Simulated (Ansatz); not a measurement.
**C6H6F2OZr: one species, many methods**

An exercise on one series of results from a longer session: the logs are not shown, and one member is left open.

Program: Ansatz 0.2.0, Gaussian basis. Level of theory: functionals in def2-TZVPP, the program's frozen cores in correlated methods. These are calculated values, not measurements.

Plan: LDA (SPW92), PBE-D4, revPBE-D4, BLYP-D4, r2SCAN-D4, B97M-V, PBE0-D4, B3LYP-D4, r2SCANh-D4, r2SCAN0-D4, HSE06-D4, BHLYP-D4, CAM-B3LYP-D4, LC-ωPBE, ωB97X-V, ωB97M-V, B2PLYP, PBE-QIDH; CCSD(T)/def2-SVP.

## The relaxed structure

All runs share one geometry, relaxed beforehand with PBE0-D4 in a triple-zeta def2 set. Zr takes the def2 core potential; no spin-orbit term is included.

SMILES `[OH][Zr]([F])([F])[c]1ccccc1`, 16 atoms, charge 0, spin multiplicity 1.

Atoms are counted from 1 here; the program's logs count them from 0.

Bond lengths: O1–Zr2 1.908 Å, O1–H11 0.953 Å, Zr2–F3 1.909 Å, Zr2–F4 1.909 Å, Zr2–C5 2.208 Å, C5–C6 1.400 Å, C5–C10 1.400 Å, C6–C7 1.387 Å, C6–H12 1.089 Å, C7–C8 1.387 Å, C7–H13 1.084 Å, C8–C9 1.388 Å, C8–H14 1.084 Å, C9–C10 1.387 Å, C9–H15 1.085 Å, C10–H16 1.086 Å. Angles: Zr2–O1–H11 164.3°, O1–Zr2–F3 112.9°, O1–Zr2–F4 112.8°, O1–Zr2–C5 105.9°, F3–Zr2–F4 110.1°, F3–Zr2–C5 107.4°, F4–Zr2–C5 107.5°, Zr2–C5–C6 117.6°, Zr2–C5–C10 124.8°, C6–C5–C10 117.5°, C5–C6–C7 121.5°, C5–C6–H12 120.5°, C7–C6–H12 118.0°, C6–C7–C8 119.7°, C6–C7–H13 120.2°, C8–C7–H13 120.1°, C7–C8–C9 120.0°, C7–C8–H14 120.0° and more.

The first run:

in.yaml

```yaml
crystal:
  periodic: [false, false, false]
  atoms:
    - {symbol: O, position_ang: [-2.207817, -2.610460, -0.598462]}
    - {symbol: Zr, position_ang: [-1.421900, -1.212122, -1.631164]}
    - {symbol: F, position_ang: [-0.307538, -1.863162, -3.037401]}
    - {symbol: F, position_ang: [-2.714417, 0.005537, -2.330722]}
    - {symbol: C, position_ang: [-0.133721, -0.083199, -0.238279]}
    - {symbol: C, position_ang: [0.588014, 1.000151, -0.754682]}
    - {symbol: C, position_ang: [1.419593, 1.766835, 0.048672]}
    - {symbol: C, position_ang: [1.545908, 1.461531, 1.395882]}
    - {symbol: C, position_ang: [0.842249, 0.393388, 1.934461]}
    - {symbol: C, position_ang: [0.013148, -0.368233, 1.124407]}
    - {symbol: H, position_ang: [-2.709836, -3.368450, -0.312045]}
    - {symbol: H, position_ang: [0.509866, 1.264050, -1.808260]}
    - {symbol: H, position_ang: [1.968618, 2.601031, -0.374021]}
    - {symbol: H, position_ang: [2.194566, 2.057705, 2.028013]}
    - {symbol: H, position_ang: [0.941748, 0.155350, 2.987937]}
    - {symbol: H, position_ang: [-0.528491, -1.199984, 1.565674]}
basis:
  gaussian: {orbitals: def2-TZVPP}
hamiltonian: {xc: lda}
output: {orbitals: {seedname: orbitals}}
```

Launch:

```bash
$ ansatz run in.yaml --threads 5 --pin off --events-out ev --progress --plain --max-ram 66560MiB --backend cuda --devices 0, --max-vram 37GiB
```

Steps of the session up to this table: LDA; PBE-D4 (GGA); revPBE-D4 (GGA); BLYP-D4 (GGA); r2SCAN-D4 (meta-GGA); B97M-V (meta-GGA); PBE0-D4 (hybrid); B3LYP-D4 (hybrid); r2SCANh-D4 (hybrid); r2SCAN0-D4 (hybrid); HSE06-D4 (hybrid); BHLYP-D4 (hybrid); CAM-B3LYP-D4 (range-separated); LC-ωPBE (range-separated); ωB97X-V (range-separated); ωB97M-V (range-separated); B2PLYP (double hybrid); PBE-QIDH (double hybrid).

One of the session's tables, all rows but one given; the rest of the session is left out.

It belongs to the step «Orbital energies across the functionals». 

| functional | HOMO (eV) | LUMO (eV) | gap (eV) |
| --- | --- | --- | --- |
| LDA (SPW92) | -6.55 | -2.52 | 4.04 |
| PBE-D4 | -6.40 | -2.24 | 4.16 |
| revPBE-D4 | -6.33 | -2.13 | 4.20 |
| BLYP-D4 | ? | ? | ? |
| r2SCAN-D4 | -6.62 | -2.10 | 4.52 |
| B97M-V | -6.56 | -2.05 | 4.51 |
| PBE0-D4 | -7.43 | -1.43 | 6.00 |
| B3LYP-D4 | -7.20 | -1.63 | 5.57 |
| r2SCANh-D4 | -7.00 | -1.81 | 5.19 |
| r2SCAN0-D4 | -7.56 | -1.36 | 6.20 |
| HSE06-D4 | -7.03 | -1.80 | 5.23 |
| BHLYP-D4 | -8.20 | -0.48 | 7.72 |
| CAM-B3LYP-D4 | -8.61 | -0.37 | 8.24 |
| LC-ωPBE | -9.89 | 0.73 | 10.62 |
| ωB97X-V | -9.55 | 0.67 | 10.22 |
| ωB97M-V | -9.48 | 0.58 | 10.06 |

**Question.** Estimate the row for BLYP-D4.

Worked estimate for «HOMO (eV)». Against the share of exact exchange, B3LYP-D4 (0.2, -7.20), BHLYP-D4 (0.5, -8.20) give a slope of -3.33 per unit share; at 0 the line stands at -6.53.

The run gave: HOMO (eV): -6.24; LUMO (eV): -2.10; gap (eV): 4.14. In «HOMO (eV)» the line misses by -0.29.
